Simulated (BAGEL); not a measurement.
# C2H6BN (SMILES [BH3-]C#[N+]C): RI-MP2/cc-pVDZ (density fitting with qzvpp-jkfit)

Aim: the energy change on altering one bond length of C2H6BN at RI-MP2/cc-pVDZ (density fitting with qzvpp-jkfit), from 2 runs. 

The calculation is run with BAGEL 1.2.2.

1 further run of the same task is left out (set aside as unsound or not needed). Runs told in other sessions of the task aren't counted.

### 1 The system as given

C2H6BN has 10 atoms, charge 0, and is taken as a singlet. As SMILES, `[BH3-]C#[N+]C`. Geometry: relaxed at GFN2-xTB.

Bond lengths: B1–C2 1.507 Å, C2–N3 1.166 Å, N3–C4 1.393 Å, B1–H5 1.193 Å, B1–H6 1.193 Å, B1–H7 1.193 Å, C4–H8 1.092 Å, C4–H9 1.092 Å, C4–H10 1.092 Å. Some angles: B1–C2–N3 179.7°, C2–N3–C4 179.6°, C2–B1–H5 106.0°, C2–B1–H6 106.3°, C2–B1–H7 106.3°, N3–C4–H8 109.6°, N3–C4–H9 109.6°, N3–C4–H10 109.6°, H5–B1–H6 112.5°, H5–B1–H7 112.6°.

### 2 A single-point energy at RI-MP2/cc-pVDZ (density fitting with qzvpp-jkfit)

The input, mp2.json:

```json
{ "bagel": [

{
  "title": "molecule",
  "basis": "cc-pvdz.json",
  "df_basis": "qzvpp-jkfit",
  "angstrom": true,
  "geometry": [
    { "atom": "B", "xyz": [   -1.072780,    1.180800,   -1.293730 ] },
    { "atom": "C", "xyz": [   -0.283340,    0.320470,   -0.341760 ] },
    { "atom": "N", "xyz": [    0.327180,   -0.349360,    0.391650 ] },
    { "atom": "C", "xyz": [    1.050220,   -1.156210,    1.266500 ] },
    { "atom": "H", "xyz": [   -1.682220,    0.427900,   -1.989340 ] },
    { "atom": "H", "xyz": [   -1.785570,    1.858750,   -0.619240 ] },
    { "atom": "H", "xyz": [   -0.275000,    1.823690,   -1.904190 ] },
    { "atom": "H", "xyz": [    1.455470,   -2.013380,    0.724350 ] },
    { "atom": "H", "xyz": [    1.871370,   -0.582090,    1.700840 ] },
    { "atom": "H", "xyz": [    0.394670,   -1.510580,    2.064920 ] }
  ]
},
{ "title": "hf" },
{ "title": "mp2", "ncore": 4 }

]}
```

The basis set cc-pVDZ is read from a file made from the Basis Set Exchange's data (not shown).

Run with:

```bash
BAGEL_NUM_THREADS=1 BAGEL mp2.json > mp2.out
```

Log:

```text
* using 1 threads per process

  ===============================================================
  ===============================================================

  *** Geometry ***

  { "atom" : "B", "xyz" : [     -2.027260,      2.231389,     -2.444795 ] },
  { "atom" : "C", "xyz" : [     -0.535435,      0.605601,     -0.645833 ] },
  { "atom" : "N", "xyz" : [      0.618281,     -0.660195,      0.740111 ] },
  { "atom" : "C", "xyz" : [      1.984628,     -2.184920,      2.393338 ] },
  { "atom" : "H", "xyz" : [     -3.178935,      0.808614,     -3.759308 ] },
  { "atom" : "H", "xyz" : [     -3.374238,      3.512528,     -1.170194 ] },
  { "atom" : "H", "xyz" : [     -0.519675,      3.446275,     -3.598398 ] },
  { "atom" : "H", "xyz" : [      2.750440,     -3.804737,      1.368823 ] },
  { "atom" : "H", "xyz" : [      3.536377,     -1.099991,      3.214122 ] },
  { "atom" : "H", "xyz" : [      0.745818,     -2.854582,      3.902133 ] },

  Number of auxiliary basis functions:      410

  Since a DF basis is specified, we compute 2- and 3-index integrals:
    o Being stored without compression. Storage requirement is 0.024 GB

  Number of basis functions:       86
  Number of electrons      :       30

    * METHOD: MOLECULE                             0.17

  *** RHF ***

  === Nuclear Repulsion ===
   102.0822741463

      * DIIS with orbital gradients will be used.

  === RHF iteration (cc-pvdz.json) ===
      0       -158.20585198          0.01222919           0.05
      1       -158.30924512          0.00481818           0.05
      2       -158.31905253          0.00229754           0.05
      3       -158.32170855          0.00068635           0.05
      4       -158.32194799          0.00007018           0.05
      5       -158.32195314          0.00001689           0.05
      6       -158.32195340          0.00000367           0.05
      7       -158.32195341          0.00000095           0.05
      8       -158.32195342          0.00000018           0.05
      9       -158.32195342          0.00000005           0.05
     10       -158.32195342          0.00000002           0.05
     11       -158.32195342          0.00000000           0.05
    * SCF iteration converged.

    * Permanent dipole moment:
           (   -1.369315,     1.506108,    -1.652528) a.u.

    * METHOD: HF                                   0.70

  *** RHF ***

  === Nuclear Repulsion ===
   102.0822741463

      * DIIS with orbital gradients will be used.

  === RHF iteration (cc-pvdz.json) ===
      0       -158.32195342          0.00000000           0.04
    * SCF iteration converged.

    * Permanent dipole moment:
           (   -1.369315,     1.506108,    -1.652528) a.u.

  === DF-MP2 calculation ===

    * freezing 4 orbitals
    * 3-index integral transformation done
    * assembly done

      MP2 correlation energy:   -0.5312642791      0.04

      MP2 total energy:       -158.8532176944

    * METHOD: MP2                                  0.15

  ===============================================================
```

Run time: 1.2 s. Hardware: 1 thread of Arm Neoverse V2, shared host; peak memory 0.099 GiB.

### 3 The distorted shape

The input, input.json:

```json
{ "bagel" : [

{
  "title" : "molecule",
  "basis" : "cc-pvdz.json",
  "df_basis" : "qzvpp-jkfit",
  "angstrom" : true,
  "geometry" : [
    { "atom" : "B", "xyz" : [   -1.559067,    2.209378,   -0.643167 ] },
    { "atom" : "C", "xyz" : [   -0.769627,    1.349048,    0.308803 ] },
    { "atom" : "N", "xyz" : [   -0.159107,    0.679218,    1.042213 ] },
    { "atom" : "C", "xyz" : [    0.563933,   -0.127632,    1.917063 ] },
    { "atom" : "H", "xyz" : [   -2.168507,    1.456478,   -1.338777 ] },
    { "atom" : "H", "xyz" : [   -2.271857,    2.887328,    0.031323 ] },
    { "atom" : "H", "xyz" : [   -0.761287,    2.852268,   -1.253627 ] },
    { "atom" : "H", "xyz" : [    1.455470,   -2.013380,    0.724350 ] },
    { "atom" : "H", "xyz" : [    1.385083,    0.446488,    2.351403 ] },
    { "atom" : "H", "xyz" : [   -0.091617,   -0.482002,    2.715483 ] }
  ]
},
{
  "title" : "hf"
},
{
  "title" : "mp2",
  "ncore" : 4
}

]}
```

The basis set cc-pVDZ is read from a file made from the Basis Set Exchange's data (not shown).

Run with:

```bash
BAGEL_NUM_THREADS=1 BAGEL input.json > input.out
```

Log:

```text
* using 1 threads per process

  ===============================================================
  ===============================================================

  *** Geometry ***

  { "atom" : "B", "xyz" : [     -2.946210,      4.175119,     -1.215409 ] },
  { "atom" : "C", "xyz" : [     -1.454384,      2.549331,      0.583553 ] },
  { "atom" : "N", "xyz" : [     -0.300669,      1.283536,      1.969497 ] },
  { "atom" : "C", "xyz" : [      1.065679,     -0.241190,      3.622724 ] },
  { "atom" : "H", "xyz" : [     -4.097884,      2.752345,     -2.529922 ] },
  { "atom" : "H", "xyz" : [     -4.293188,      5.456259,      0.059192 ] },
  { "atom" : "H", "xyz" : [     -1.438624,      5.390005,     -2.369012 ] },
  { "atom" : "H", "xyz" : [      2.750440,     -3.804737,      1.368823 ] },
  { "atom" : "H", "xyz" : [      2.617428,      0.843740,      4.443508 ] },
  { "atom" : "H", "xyz" : [     -0.173131,     -0.910852,      5.131519 ] },

  Number of auxiliary basis functions:      410

  Since a DF basis is specified, we compute 2- and 3-index integrals:
    o Being stored without compression. Storage requirement is 0.024 GB

  Number of basis functions:       86
  Number of electrons      :       30

    * METHOD: MOLECULE                             0.17

  *** RHF ***

  === Nuclear Repulsion ===
    99.2455235563

      * DIIS with orbital gradients will be used.

  === RHF iteration (cc-pvdz.json) ===
      0       -157.95847008          0.01311972           0.05
      1       -158.08209731          0.00699162           0.05
      2       -158.10801933          0.00253293           0.05
      3       -158.11220036          0.00095559           0.05
      4       -158.11276335          0.00020176           0.05
      5       -158.11280574          0.00007128           0.05
      6       -158.11281315          0.00003171           0.05
      7       -158.11281454          0.00001009           0.05
      8       -158.11281464          0.00000521           0.05
      9       -158.11281467          0.00000317           0.05
     10       -158.11281468          0.00000179           0.05
     11       -158.11281469          0.00000056           0.05
     12       -158.11281469          0.00000025           0.05
     13       -158.11281469          0.00000011           0.05
     14       -158.11281469          0.00000004           0.05
     15       -158.11281469          0.00000002           0.05
     16       -158.11281469          0.00000001           0.05
     17       -158.11281469          0.00000001           0.05
    * SCF iteration converged.

    * Permanent dipole moment:
           (   -0.977774,     0.879936,    -1.702383) a.u.

    * METHOD: HF                                   0.95

  *** RHF ***

  === Nuclear Repulsion ===
    99.2455235563

      * DIIS with orbital gradients will be used.

  === RHF iteration (cc-pvdz.json) ===
      0       -158.11281469          0.00000000           0.04
    * SCF iteration converged.

    * Permanent dipole moment:
           (   -0.977774,     0.879936,    -1.702383) a.u.

  === DF-MP2 calculation ===

    * freezing 4 orbitals
    * 3-index integral transformation done
    * assembly done

      MP2 correlation energy:   -0.5593380425      0.04

      MP2 total energy:       -158.6721527328

    * METHOD: MP2                                  0.15

  ===============================================================
```

It took 1.4 s on 1 thread of Arm Neoverse V2, shared host; peak memory 0.1 GiB.

### 4 What came out

At RI-MP2/cc-pVDZ (density fitting with qzvpp-jkfit), 4 core orbitals frozen:

| quantity | value |
| --- | --- |
| first shape: total energy | -158.85322 Eh |
| first shape: correlation energy (4 core orbitals frozen) | -531.3 mEh |
| distorted shape: total energy | -158.67215 Eh |
| distorted shape: correlation energy (4 core orbitals frozen) | -559.3 mEh |
| energy change with the C4–H8 bond stretched from 1.092 to 2.403 Å | 4.927 eV |

In words: With the C4–H8 bond stretched from 1.092 to 2.403 Å the energy rises by 4.93 eV (114 kcal/mol). The first shape isn't relaxed at this level, so the change isn't measured from a minimum. A restricted reference can't describe the breaking bond well at this length.
